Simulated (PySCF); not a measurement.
# RuNH2: relaxation and vibrations of the quartet

The task is one start of a wider search on RuNH2: the quartet, from a trigonal planar start. It is relaxed, tested by its Hessian and followed downhill if it is a saddle.

The runs use PySCF 2.14.0; PBE0, basis Ru def2-TZVP with ECP28, N def2-TZVP, H def2-TZVP, scalar-relativistic core potentials, no spin–orbit coupling, density fitting.

## 1. Where the work starts

4 atoms, charge 0, spin multiplicity 4.

Bond lengths: Ru1–N2 1.740 Å, Ru1–H3 1.570 Å, Ru1–H4 1.570 Å. Angles: N2–Ru1–H3 120.0°, N2–Ru1–H4 120.0°, H3–Ru1–H4 120.0°.

Coordinates in bohr (charge 0 multiplicity 4):
```
Ru    0.0000    0.0000   -0.3651
N     0.0000    0.0000    2.9230
H    -2.5694    0.0000   -1.8485
H     2.5694    0.0000   -1.8486
```

## 2. First SCF at the start

One driver script runs all steps and calls PySCF; scf.py shows how it sets up the SCF of each step. The optimiser is the driver's own. After this first run the driver tries any further starts and a stability analysis.

The input, scf.py:

```python
from pyscf import gto, scf, dft
mol = gto.M(atom='''
Ru     0.000000     0.000000    -0.193200
N     -0.000010     0.000000     1.546810
H     -1.359660     0.000000    -0.978210
H      1.359680     0.000000    -0.978240''',
    basis={'Ru': 'def2-TZVP', 'N': 'def2-TZVP', 'H': 'def2-TZVP'},
    ecp={'Ru': 'def2-TZVP'},
    charge=0, spin=3)
mf = dft.UKS(mol, xc='PBE0')
mf.grids.atom_grid = (50, 194)
aux = {'Ru': 'def2-universal-JKFIT', 'N': 'def2-universal-JKFIT', 'H': 'def2-universal-JKFIT'}
mf = mf.density_fit(auxbasis=aux)
mf.conv_tol = 1e-08
mf.diis_space = 10
mf.max_cycle = 60
mf.init_guess = 'minao'
mf.verbose = 4
mf.kernel()
```

Command:

```console
> OMP_NUM_THREADS=2 python axn.py task.json out
```

Output:

```text
init E= -142.682569656705
[... the frontier-level lines of each cycle are left out ...]
cycle= 1 E= -149.823002991531  delta_E= -7.14  |g|= 1.42  |ddm|=    3
cycle= 2 E= -142.886547714914  delta_E= 6.94  |g|= 3.26  |ddm|= 5.82
cycle= 3 E= -150.204691296261  delta_E= -7.32  |g|= 0.93  |ddm|= 5.74
cycle= 4 E= -150.345849365839  delta_E= -0.141  |g|= 0.736  |ddm|= 0.794
cycle= 5 E= -150.618486062692  delta_E= -0.273  |g|= 0.129  |ddm|= 0.564
cycle= 6 E= -150.624892285707  delta_E= -0.00641  |g|= 0.056  |ddm|= 0.074
cycle= 7 E= -150.625875065897  delta_E= -0.000983  |g|= 0.0313  |ddm|= 0.0307
cycle= 8 E= -150.626355819512  delta_E= -0.000481  |g|= 0.0103  |ddm|= 0.0224
cycle= 9 E= -150.626424105184  delta_E= -6.83e-05  |g|= 0.00145  |ddm|= 0.0103
cycle= 10 E= -150.62643110984  delta_E= -7e-06  |g|= 0.000871  |ddm|= 0.00436
cycle= 11 E= -150.626433052722  delta_E= -1.94e-06  |g|= 0.000157  |ddm|= 0.00285
cycle= 12 E= -150.626433159335  delta_E= -1.07e-07  |g|= 5.42e-05  |ddm|= 0.000799
cycle= 13 E= -150.626433163136  delta_E= -3.8e-09  |g|= 4.11e-05  |ddm|= 9.61e-05
Extra cycle  E= -150.626433162385  delta_E= 7.51e-10  |g|= 8.02e-05  |ddm|= 8.05e-05
converged SCF energy = -150.626433162385  <S^2> = 3.7640789  2S+1 = 4.0070333
```

This step, with its further starts and checks, needed 16 s of wall time on 2 threads of Arm Neoverse N1, shared host.

Energies from each starting density:

```
                      start  energy (Eh)
    the minimal-basis guess  -150.626433
a thermally smeared density  -150.640545
      a smeared PBE density  -150.640545
```

This is not the lowest solution: one lies 37.1 kJ/mol lower, at -150.64055 Eh, and the relaxation starts from that.

## 3. Relaxing the quartet from the trigonal planar start

The program finds C2v symmetry in the start, which this walk keeps. The walk stops when the largest gradient is under 0.0003 Eh/bohr and the energy has settled too.

Changes to scf.py since step 2:

```diff
@@ -3,4 +3,4 @@
-Ru     0.000000     0.000000    -0.193200
-N     -0.000010     0.000000     1.546810
-H     -1.359660     0.000000    -0.978210
-H      1.359680     0.000000    -0.978240''',
+Ru    -0.000000     0.000000    -0.193204
+N      0.000001     0.000000     1.546806
+H     -1.359671     0.000000    -0.978228
+H      1.359669     0.000000    -0.978229''',
@@ -17 +16,0 @@
-mf.init_guess = 'minao'
```

Energy and gradient, step by step:

```
step  energy (Eh)  change (kJ/mol)  largest symmetric gradient (Eh/bohr)
   0  -150.640545             0.00                               0.08114
   1  -150.652255           -30.74                               0.01634
   2  -150.655019           -38.00                               0.01758
   3  -150.656449           -41.75                               0.00758
   4  -150.656690           -42.39                               0.00613
   5  -150.656918           -42.99                               0.00116
   6  -150.656931           -43.02                               0.00012
   7  -150.656931           -43.02                               0.00000
```

The walk took 20 s.

It settles in C2v symmetry, 43.0 kJ/mol below the start, after 7 steps: Ru–H 1.668 Å (×2), Ru–N 1.637 Å; H–Ru–H 138.9°, H–Ru–N 110.5° (×2).

## 4. Hessian and properties

The point is checked on the finer grid, and tightened if its gradient asks for it. The Hessian and the dipole derivatives come from central differences of analytic gradients, with steps of 0.02 bohr.

Changes to scf.py since step 3:

```diff
@@ -3,4 +3,4 @@
-Ru    -0.000000     0.000000    -0.193204
-N      0.000001     0.000000     1.546806
-H     -1.359671     0.000000    -0.978228
-H      1.359669     0.000000    -0.978229''',
+Ru    -0.000000     0.000000    -0.184360
+N      0.000001     0.000000     1.452418
+H     -1.562323     0.000000    -0.769609
+H      1.562322     0.000000    -0.769611''',
@@ -11 +11 @@
-mf.grids.atom_grid = (50, 194)
+mf.grids.atom_grid = (75, 302)
@@ -14 +14 @@
-mf.conv_tol = 1e-08
+mf.conv_tol = 1e-10
```

The driver hands on the density of the step before, so the log starts near convergence.

SCF at the final geometry:

```text
init E= -150.656947176637
[... the frontier-level lines of each cycle are left out ...]
cycle= 1 E= -150.656947176598  delta_E= 3.93e-11  |g|= 1.02e-05  |ddm|= 5.73e-06
cycle= 2 E= -150.65694717596  delta_E= 6.38e-10  |g|= 4.14e-05  |ddm|= 2.32e-05
cycle= 3 E= -150.65694717664  delta_E= -6.8e-10  |g|= 5.17e-07  |ddm|= 1.85e-05
cycle= 4 E= -150.65694717664  delta_E= 5.68e-14  |g|= 6.55e-08  |ddm|= 4.2e-07
Extra cycle  E= -150.656947176641  delta_E= -6.82e-13  |g|= 4.4e-08  |ddm|= 1.44e-07
converged SCF energy = -150.656947176641  <S^2> = 3.7675921  2S+1 = 4.0087864
```

The whole step took 58 s.

Geometry: C2v; Ru–H 1.668 Å (×2), Ru–N 1.637 Å; H–Ru–H 138.9°, H–Ru–N 110.5° (×2).

Modes, for the most abundant isotopes:

```csv
symmetry,ω (cm⁻¹),IR (km/mol),μ (u),type
b1,857i,189,1.06,bend
b2,495,16.5,1.18,bend
a1,682,7.3,1.02,bend
a1,1062,39.6,15.23,stretch
b2,1847,332,1.03,stretch
a1,1942,66.2,1.01,stretch
```

1 mode is imaginary, the largest at 857i cm⁻¹: a saddle point, not a minimum.

Constants and moments:

| Item | Value |
| --- | --- |
| Dipole moment | 1.76 D |
| Highest occupied level | -6.74 eV |
| Lowest empty level | -4.72 eV |
| Rotational constants | 3.426, 0.493, 0.431 cm⁻¹ |
| Zero-point energy (real modes) | 36.1 kJ/mol |
| Principal polarisabilities | 31.7, 49.3, 52.2 bohr³ |
| Atomisation energy without zero-point energy | 831 kJ/mol |
| Principal traceless quadrupole moments about the centre of mass | -2.27, -1.62, 3.89 D Å |
| Spin squared ⟨S²⟩ | 3.768 |

Populations by atom (charges in e):

| atom | Mulliken | Löwdin | polar tensor | spin (Mulliken) | Mayer order to Ru1 |
| --- | --- | --- | --- | --- | --- |
| Ru1 | 0.58 | 0.33 | 0.90 | 2.58 | – |
| N2 | -0.43 | -0.23 | -0.38 | 0.50 | 2.41 |
| H3,4 | -0.07 | -0.05 | -0.26 | -0.04 | 0.88 |

Outer orbital energies (eV). α occupied: -12.37, -12.30, -12.08, -11.38, -10.82, -8.75, -8.43, -6.74; empty: -2.24, -2.22, -0.39, 1.26. β occupied: -53.18, -52.58, -21.01, -11.48, -11.33, -10.27, -10.08, -8.30; empty: -4.72, -4.41, -2.43, -1.65.

Mulliken populations on Ru1 (outside its core potential): s 2.63, p 6.58, d 6.21, f 0.02.

## 5. Following the imaginary mode

The atoms are moved a little along the softest imaginary mode and relaxed again.

The program finds Cs symmetry in the start, which this walk keeps.

Changes to scf.py since step 4:

```diff
@@ -3,4 +3,4 @@
-Ru    -0.000000     0.000000    -0.184360
-N      0.000001     0.000000     1.452418
-H     -1.562323     0.000000    -0.769609
-H      1.562322     0.000000    -0.769611''',
+Ru    -0.000000    -0.003222    -0.184360
+N      0.000001     0.006176     1.452418
+H     -1.562323     0.120000    -0.769609
+H      1.562322     0.120000    -0.769611''',
@@ -11 +11 @@
-mf.grids.atom_grid = (75, 302)
+mf.grids.atom_grid = (50, 194)
@@ -14 +14 @@
-mf.conv_tol = 1e-10
+mf.conv_tol = 1e-08
```

Energy and gradient, step by step:

```
step  energy (Eh)  change (kJ/mol)  largest symmetric gradient (Eh/bohr)
   0  -150.658344             0.00                               0.01490
   1  -150.667035           -22.82                               0.02807
   2  -150.667738           -24.66                               0.02638
   3  -150.671280           -33.96                               0.02334
   4  -150.672129           -36.19                               0.00476
   5  -150.672420           -36.96                               0.00259
   6  -150.672494           -37.15                               0.00293
   7  -150.672522           -37.22                               0.00122
   8  -150.672524           -37.23                               0.00020
```

The walk took 26 s.

It settles in Cs symmetry, 37.2 kJ/mol below the start, after 8 steps: Ru–H 1.622 Å (×2), Ru–N 1.634 Å; H–Ru–H 117.5°, H–Ru–N 106.5° (×2).

## 6. Is it a minimum? Harmonic modes

The same treatment as at the point before.

Changes to scf.py since step 5:

```diff
@@ -3,4 +3,4 @@
-Ru    -0.000000    -0.003222    -0.184360
-N      0.000001     0.006176     1.452418
-H     -1.562323     0.120000    -0.769609
-H      1.562322     0.120000    -0.769611''',
+Ru    -0.000000    -0.057135    -0.177295
+N      0.000001     0.347190     1.406091
+H     -1.386568     0.510342    -0.798092
+H      1.386567     0.510342    -0.798094''',
@@ -11 +11 @@
-mf.grids.atom_grid = (50, 194)
+mf.grids.atom_grid = (75, 302)
@@ -14 +14 @@
-mf.conv_tol = 1e-08
+mf.conv_tol = 1e-10
```

Log of the central SCF (cycles and frontier levels):

```text
init E= -150.672524789417
[... the frontier-level lines of each cycle are left out ...]
cycle= 1 E= -150.672524789389  delta_E= 2.79e-11  |g|= 9.19e-06  |ddm|= 6.1e-06
Extra cycle  E= -150.672524788843  delta_E= 5.46e-10  |g|= 3.86e-05  |ddm|= 2.11e-05
converged SCF energy = -150.672524788843  <S^2> = 3.7629815  2S+1 = 4.0064855
```

The whole step needed 73 s of wall time on 2 threads of Arm Neoverse N1, shared host.

Geometry: Cs; Ru–H 1.622 Å (×2), Ru–N 1.634 Å; H–Ru–H 117.5°, H–Ru–N 106.5° (×2).

Harmonic modes (main isotopes):

| symmetry | ω (cm⁻¹) | IR (km/mol) | type |
| --- | --- | --- | --- |
| a' | 558 | 7.7 | bend |
| a'' | 600 | 4.8 | bend |
| a' | 649 | 25.1 | bend |
| a' | 1028 | 55.3 | stretch |
| a' | 1975 | 79.4 | stretch |
| a'' | 1988 | 72.8 | stretch |

Every mode is real; the point is a minimum.

Properties at this point:

| Quantity | Value |
| --- | --- |
| Dipole moment | 2.28 D |
| Highest occupied level | -6.42 eV |
| Lowest empty level | -4.15 eV |
| Rotational constants | 3.49, 0.4856, 0.4479 cm⁻¹ |
| Zero-point energy | 40.7 kJ/mol |
| Principal polarisabilities | 35.7, 45.0, 51.6 bohr³ |
| Atomisation energy without zero-point energy | 872 kJ/mol |
| Principal traceless quadrupole moments about the centre of mass | -1.95, -0.30, 2.24 D Å |
| Entropy at 298.15 K and 1 bar (electronic part: spin only) | 270.8 J/(mol K) |
| Heat capacity Cp at 298.15 K | 47.7 J/(mol K) |
| Enthalpy at 298.15 K above 0 K | 11.26 kJ/mol |
| Rotational symmetry number | 1 |
| Spin squared ⟨S²⟩ | 3.763 |

Populations by atom (charges in e):

```tsv
atom	Mulliken	Löwdin	polar tensor	spin (Mulliken)	Mayer order to Ru1
Ru1	0.49	0.24	0.69	2.19	–
N2	-0.42	-0.22	-0.40	0.74	2.52
H3,4	-0.03	-0.01	-0.15	0.04	0.94
```

Outer orbital energies (eV). α occupied: -12.00, -11.81, -11.70, -10.90, -10.73, -8.93, -7.43, -6.42; empty: -1.99, -1.86, -0.81, 1.35. β occupied: -52.69, -52.21, -20.58, -11.04, -10.99, -9.86, -9.52, -9.40; empty: -4.15, -3.79, -2.31, -1.20.

Mulliken populations on Ru1 (outside its core potential): s 2.62, p 6.49, d 6.38, f 0.02.

## 7. The points found, side by side

| spin | group | bonds | imaginary modes (cm⁻¹) | ΔE (kJ/mol) | with zero-point energy |
| --- | --- | --- | --- | --- | --- |
| quartet | Cs | Ru–H 1.622 Å (×2), Ru–N 1.634 Å | none | 0.0 | 0.0 |
| quartet | C2v | Ru–H 1.668 Å (×2), Ru–N 1.637 Å | 857i | 40.9 | – |

## 8. Outcome

```
                                          quantity                                                               value
                                           minimum                                                         quartet, Cs
                                          geometry  Ru–H 1.622 Å (×2), Ru–N 1.634 Å; H–Ru–H 117.5°, H–Ru–N 106.5° (×2)
                                wavenumbers (cm⁻¹)     558 (a'), 600 (a''), 649 (a'), 1028 (a'), 1975 (a'), 1988 (a'')
                                     dipole moment                                                              2.28 D
highest occupied, lowest empty level (either spin)                                                     -6.42, -4.15 eV
                        polar-tensor charge of Ru1                                                             +0.69 e
                                 zero-point energy                                                         40.7 kJ/mol
                               entropy at 298.15 K                                                     270.8 J/(mol K)
         atomisation energy (no zero-point energy)                                                          872 kJ/mol
                                              ⟨S²⟩                                                               3.763
```

In words: The trigonal planar start (C2v) ends in a minimum of Cs symmetry, after a stop at a saddle point 40.9 kJ/mol higher, from which it was pushed off along an imaginary mode. The strongest infrared band lies at 1975 cm⁻¹ (a', stretch). Most of the spin sits on Ru1 (Mulliken spin 2.19, against 3 for the whole molecule). The first SCF alone would have been 37 kJ/mol too high. Only this shape and spin were tried, so other structures or states may lie lower. One determinant may miss the lowest occupation of an open d or f shell.

The search up to here took 3.2 min.
